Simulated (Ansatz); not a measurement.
# GeNH4O (SMILES [NH][GeH2][OH]) at U-revPBE/def2-SVPD

What is the vertical electron affinity of GeNH4O at U-revPBE/def2-SVPD? 

The results are computed with Ansatz 0.2.0.

66 further runs of the same task are left out: 66 set aside as unsound or not needed.

### 1 The structure to begin with

GeNH4O has 7 atoms, charge 0, and is taken as a doublet. SMILES: `[NH][GeH2][OH]`. Geometry: relaxed at PBE0-D4/def2-TZVP. This is one conformer, not always the lowest.

Bond lengths: N1–Ge2 1.860 Å, Ge2–O3 1.772 Å, N1–H4 1.025 Å, Ge2–H5 1.544 Å, Ge2–H6 1.536 Å, O3–H7 0.961 Å. Angles: N1–Ge2–O3 106.5°, N1–Ge2–H5 107.6°, N1–Ge2–H6 113.8°, O3–Ge2–H5 110.8°, O3–Ge2–H6 105.4°, Ge2–N1–H4 110.2°, Ge2–O3–H7 111.8°, H5–Ge2–H6 112.6°.

### 2 A single-point energy at U-revPBE/def2-SVPD

The input, run.yaml:

```yaml
basis:
  gaussian: {orbitals: def2-SVPD}
crystal:
  periodic: [false, false, false]
  atoms:
    - symbol: N
      position_ang: [-1.180000, -0.629600, -0.704300]
    - symbol: Ge
      position_ang: [0.091800, 0.357900, 0.227300]
    - symbol: O
      position_ang: [1.488100, -0.708500, 0.454200]
    - symbol: H
      position_ang: [-2.073700, -0.127300, -0.724700]
    - symbol: H
      position_ang: [0.468500, 1.575300, -0.644200]
    - symbol: H
      position_ang: [-0.348300, 0.758200, 1.642900]
    - symbol: H
      position_ang: [1.614800, -1.294000, -0.296700]
magnetization: {spin_polarized: true, initial_magnetization: 1}
hamiltonian: {xc: {name: revPBE}}
accuracy: high
output: {orbitals: {seedname: orbitals}}
```

Run with:

```bash
$ ansatz run run.yaml --threads 1 --pin off --max-ram 3480MiB --events-out events.jsonl --progress --plain --runs-dir runs
```

The log of the run:

```text
Warning: RAYON_NUM_THREADS=1 ignored (pool sized by the plan → 1); use --threads N
Functional definition: revPBE
  name "revPBE"
  parameter kappa = 1.245
  parameter beta = 0.06672455060314922
  exchange = pbe_x(kappa = kappa, mu = beta*pi^2/3)
  correlation = pbe_c(beta = beta)
2285 factors; integrals over basis functions are off by at most 4.7e-9 eV
mean field evaluation 1: about -60093.1218 eV, gradient 5.4e1 eV
mean field evaluation 2: about -60012.3007 eV, gradient 1.4e2 eV
mean field evaluation 4: about -60103.2960 eV, gradient 1.5e1 eV
mean field evaluation 8: about -60104.1294 eV, gradient 3.5e-1 eV
mean field evaluation 16: about -60104.1299 eV, gradient 1.2e-4 eV
mean field evaluation 32: about -60103.0851 eV, gradient 1.9e0 eV
mean field -60104.12986784 eV, -2208.7860326008 hartree, gradient 4.6e-8 eV, S^2 0.753511; 1 other end points of the search recorded, 0 dependent functions left out
reference -60104.12987290 eV, -2208.7860327867 hartree; 26, 25 occupied and 87, 88 virtual orbitals, 2285 factors
Total energy: -60104.12987290 eV, -2208.7860327867 hartree
```

Run time: 16 s. Hardware: 1 thread of Arm Neoverse V1, shared host; peak memory 0.38 GiB.

### 3 The singlet anion at the same level

The input, job.yaml:

```yaml
crystal:
  periodic: [false, false, false]
  atoms:
    - {symbol: N, position_ang: [-1.180000, -0.629600, -0.704300]}
    - {symbol: Ge, position_ang: [0.091800, 0.357900, 0.227300]}
    - {symbol: O, position_ang: [1.488100, -0.708500, 0.454200]}
    - {symbol: H, position_ang: [-2.073700, -0.127300, -0.724700]}
    - {symbol: H, position_ang: [0.468500, 1.575300, -0.644200]}
    - {symbol: H, position_ang: [-0.348300, 0.758200, 1.642900]}
    - {symbol: H, position_ang: [1.614800, -1.294000, -0.296700]}
basis:
  gaussian:
    orbitals: def2-SVPD
total_charge: -1
hamiltonian:
  xc: {name: revPBE}
accuracy: high
output:
  orbitals: {seedname: orbitals}
```

Run with:

```bash
$ ansatz run job.yaml --threads 1 --pin off --max-ram 3480MiB --events-out events.jsonl --progress --plain --runs-dir runs
```

The log of the run:

```text
Warning: RAYON_NUM_THREADS=1 ignored (pool sized by the plan → 1); use --threads N
[... 6 set-up lines as earlier in the session ...]
2285 factors; integrals over basis functions are off by at most 4.7e-9 eV
mean field evaluation 1: about -60099.3835 eV, gradient 5.6e1 eV
mean field evaluation 2: about -59998.3761 eV, gradient 1.5e2 eV
mean field evaluation 4: about -60104.9199 eV, gradient 1.5e1 eV
mean field evaluation 8: about -60105.6413 eV, gradient 3.8e-1 eV
mean field evaluation 16: about -60105.6415 eV, gradient 3.9e-5 eV
mean field -60105.64153215 eV, -2208.8415852393 hartree, gradient 5.8e-8 eV, S^2 0.000000; 0 other end points of the search recorded, 0 dependent functions left out
reference -60105.64153687 eV, -2208.8415854128 hartree; 26, 26 occupied and 87, 87 virtual orbitals, 2285 factors
Total energy: -60105.64153687 eV, -2208.8415854128 hartree
```

It took 8.7 s on 1 thread of Arm Neoverse V1, shared host; peak memory 0.32 GiB.

### 4 Outcome

At U-revPBE/def2-SVPD:

```
                                                            quantity           value
                                        doublet GeNH4O: total energy  -2208.78603 Eh
                  doublet GeNH4O: HOMO energy (highest over α and β)        -6.68 eV
                   doublet GeNH4O: LUMO energy (lowest over α and β)        -4.72 eV
                                                doublet GeNH4O: ⟨S²⟩           0.754
                                         singlet anion: total energy  -2208.84159 Eh
                                          singlet anion: HOMO energy         1.71 eV
                                          singlet anion: LUMO energy         3.93 eV
singlet anion: HOMO–LUMO gap (to an unbound level, set by the basis)         2.22 eV
                   vertical electron affinity (to the singlet anion)        1.512 eV
```

At fixed nuclei the extra electron is bound by 1.51 eV (146 kJ/mol). The HOMO (singlet anion) lies at positive energy, 1.71 eV, as semi-local functionals often give for anions; only total energies tell whether the electron is bound.
